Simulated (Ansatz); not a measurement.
**CH3NSSi: taking an electron away**

An exercise on one series of results from a longer session: the logs are not shown, and one member is left open.

Program: Ansatz 0.2.0, Gaussian basis. Level of theory: unrestricted cation, the program's frozen cores in correlated methods. These are calculated values, not measurements.

Plan: UKS PBE-D4/def2-TZVPP; UKS r2SCAN-D4/def2-TZVPP; UKS PBE0-D4/def2-TZVPP; UKS B3LYP-D4/def2-TZVPP; UKS wB97X-V/def2-TZVPP; UKS wB97M-V/def2-TZVPP; UKS B2PLYP/def2-TZVPP; UHF-CCSD(T)/def2-TZVPP; UHF-MP2/def2-QZVPP; extrapolation to the limit; then −ε(HOMO) from the neutral's earlier runs with LDA (SPW92), PBE-D4, revPBE-D4, BLYP-D4, r2SCAN-D4, B97M-V, PBE0-D4, B3LYP-D4, r2SCANh-D4, r2SCAN0-D4, HSE06-D4, BHLYP-D4, CAM-B3LYP-D4, LC-ωPBE, ωB97X-V, ωB97M-V.

## The geometry

All runs share one geometry, relaxed beforehand with PBE0-D4 in a triple-zeta def2 set.

SMILES `N=C1[SiH2]S1`, 7 atoms, charge 0, spin multiplicity 1.

Atoms are counted from 1 here; the program's logs count them from 0.

Bond lengths: N1–C2 1.250 Å, N1–H5 1.021 Å, C2–Si3 1.820 Å, C2–S4 1.826 Å, Si3–S4 2.125 Å, Si3–H6 1.479 Å, Si3–H7 1.479 Å. Angles: C2–N1–H5 113.5°, N1–C2–Si3 152.1°, N1–C2–S4 136.6°, Si3–C2–S4 71.3°, C2–Si3–S4 54.5°, C2–Si3–H6 120.4°, C2–Si3–H7 120.4°, S4–Si3–H6 118.0°, S4–Si3–H7 118.0°, H6–Si3–H7 113.2°, C2–S4–Si3 54.2°.

Set-up of the first run:

in.yaml reads:

```yaml
crystal:
  periodic: [false, false, false]
  atoms:
    - {symbol: N, position_ang: [-1.546987, 0.664943, -0.806510]}
    - {symbol: C, position_ang: [-0.585543, 0.080634, -0.262909]}
    - {symbol: Si, position_ang: [1.108522, 0.045324, 0.402626]}
    - {symbol: S, position_ang: [-0.237649, -1.598010, 0.365084]}
    - {symbol: H, position_ang: [-2.361060, 0.065266, -0.945087]}
    - {symbol: H, position_ang: [2.271598, 0.010310, -0.510363]}
    - {symbol: H, position_ang: [1.412320, 0.663532, 1.711459]}
basis:
  gaussian: {orbitals: def2-TZVPP}
total_charge: 1
magnetization: {spin_polarized: true, initial_magnetization: 1}
hamiltonian: {xc: pbe, dispersion: d4}
```

Launch:

```sh
ansatz run in.yaml --threads 2 --pin off --events-out ev --progress --plain --max-ram 4352MiB
```

Among the steps run: Cation, UKS PBE-D4/def2-TZVPP; Cation, UKS r2SCAN-D4/def2-TZVPP; Cation, UKS PBE0-D4/def2-TZVPP; Cation, UKS B3LYP-D4/def2-TZVPP; Cation, UKS wB97X-V/def2-TZVPP; Cation, UKS wB97M-V/def2-TZVPP; Cation, UKS B2PLYP (frozen core)/def2-TZVPP; Cation, UHF-CCSD(T)/def2-TZVPP; Cation, UHF-MP2/def2-QZVPP.

One table of the session follows, with a row left open; its other results are not shown here.

It belongs to the step «Ionisation energies side by side». For comparison, −ε(HOMO) of the neutral from earlier runs:

```
  functional  −ε(HOMO) (eV)
 LDA (SPW92)           6.06
      PBE-D4           5.96
   revPBE-D4           5.92
     BLYP-D4           5.81
   r2SCAN-D4           6.22
      B97M-V              ?
     PBE0-D4           7.19
    B3LYP-D4           6.95
  r2SCANh-D4           6.67
  r2SCAN0-D4           7.35
    HSE06-D4           6.79
    BHLYP-D4           8.29
CAM-B3LYP-D4           8.44
     LC-ωPBE           9.72
     ωB97X-V           9.41
     ωB97M-V           9.28
```

**Question.** Estimate the row for B97M-V.

The run gave: −ε(HOMO) (eV): 6.35. In the column «−ε(HOMO) (eV)» it lies between r2SCAN-D4 (6.22) and r2SCANh-D4 (6.67).
